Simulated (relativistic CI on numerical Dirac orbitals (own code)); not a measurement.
# Co²⁺: one ion under different settings

Aim: see what numerical and physical settings do to the SCF, the total energy and the lowest levels of Co²⁺.

The numbers are computed with relativistic CI on numerical Dirac orbitals (own code) version 3 (Dirac-Coulomb-Breit CI, KLI orbitals optimised for each configuration, model QED (radiative potential, 1s self-energy scaled to tabulated hydrogen-like ionisation energies), numerical settings as typed), except any that are marked as measured or tabulated.

## 1. The system

* ion: Co²⁺ (Co III)
* nuclear charge: 27
* electrons: 25
* isotope: A = 59

## 2. Usual settings

Settings of the run:

```ini
atom Co  Z=27  charge=2  electrons=25
nucleus A=59  rms_radius_fm=3.7875
hamiltonian dirac-coulomb  breit=on  qed=on  c_scale=1
orbitals kli  potential=per-configuration
slater_scale 1
correlation none
mixing on
grid step=0.0125 r_max=49.7
scf mixing=0.4 start=green max_iterations=150 tolerance=2e-08 node_fill=0.05
configurations
  [Ar] 3d7
  [Ar] 3d6 4s
end
```

Started as:

```
> python run_levels.py task.json out
```

The settings of every run stand in task.json; they run in order.

## 3. QED terms off

Changes to the settings of step 2:

```diff
@@ -2,3 +2,3 @@
 nucleus A=59  rms_radius_fm=3.7875
-hamiltonian dirac-coulomb  breit=on  qed=on  c_scale=1
+hamiltonian dirac-coulomb  breit=on  qed=off  c_scale=1
 orbitals kli  potential=per-configuration
```

## 4. Grid step 0.008, end of the grid 34.79, Slater scale 0.5

Settings of the run:

```ini
atom Co  Z=27  charge=2  electrons=25
nucleus A=59  rms_radius_fm=3.7875
hamiltonian dirac-coulomb  breit=on  qed=on  c_scale=1
orbitals kli  potential=per-configuration
slater_scale 0.5
correlation none
mixing on
grid step=0.008 r_max=34.79
scf mixing=0.4 start=green max_iterations=150 tolerance=2e-08 node_fill=0.05
configurations
  [Ar] 3d7
  [Ar] 3d6 4s
end
```

## 5. Breit term off

Settings of the run:

```ini
atom Co  Z=27  charge=2  electrons=25
nucleus A=59  rms_radius_fm=3.7875
hamiltonian dirac-coulomb  breit=off  qed=on  c_scale=1
orbitals kli  potential=per-configuration
slater_scale 1
correlation none
mixing on
grid step=0.0125 r_max=49.7
scf mixing=0.4 start=green max_iterations=150 tolerance=2e-08 node_fill=0.05
configurations
  [Ar] 3d7
  [Ar] 3d6 4s
end
```

## 6. Node fill 5

Settings of the run:

```ini
atom Co  Z=27  charge=2  electrons=25
nucleus A=59  rms_radius_fm=3.7875
hamiltonian dirac-coulomb  breit=on  qed=on  c_scale=1
orbitals kli  potential=per-configuration
slater_scale 1
correlation none
mixing on
grid step=0.0125 r_max=49.7
scf mixing=0.4 start=green max_iterations=56 tolerance=2e-08 node_fill=5
configurations
  [Ar] 3d7
  [Ar] 3d6 4s
end
```

(Steps that only read results are left out.)

Before running it: what results should come out? Wanted: lowest level, usual settings; total energy; first excitation.

The runs gave:

| setting | total energy less usual (Ha) | largest shift of a level among the lowest eight of both runs, same label and place (cm⁻¹) | SCF iterations | time | lowest level | kind of change |
| --- | --- | --- | --- | --- | --- | --- |
| usual | 0 | 0 | 24 | 0.15 s | 3d7 4F9/2 | - |
| QED terms off | -0.356 | 7.63 | 24 | 0.12 s | 3d7 4F9/2 | model term |
| grid step 0.008, end of the grid 34.79, Slater scale 0.5 | 0.0536 | 9450 | 24 | 0.23 s | 3d7 4F9/2 | model term |
| Breit term off | -0.531 | 85.6 | 24 | 0.15 s | 3d7 4F9/2 | model term |
| node fill 5 | 0.248 | 1490 | 26 | 0.16 s | 3d7 4F9/2 | unsound |

```
                    quantity          value
lowest level, usual settings      3d7 4F9/2
                total energy  -1390.3887 Ha
            first excitation     809.0 cm⁻¹
```

What this shows: Among the runs whose levels can be followed, they move most under «grid step 0.008, end of the grid 34.79, Slater scale 0.5» (model term), by up to 9450 cm⁻¹. Only the listed configurations are in the model. In a near-neutral ion this small CI can misplace whole configurations by 10,000 cm⁻¹ or more.
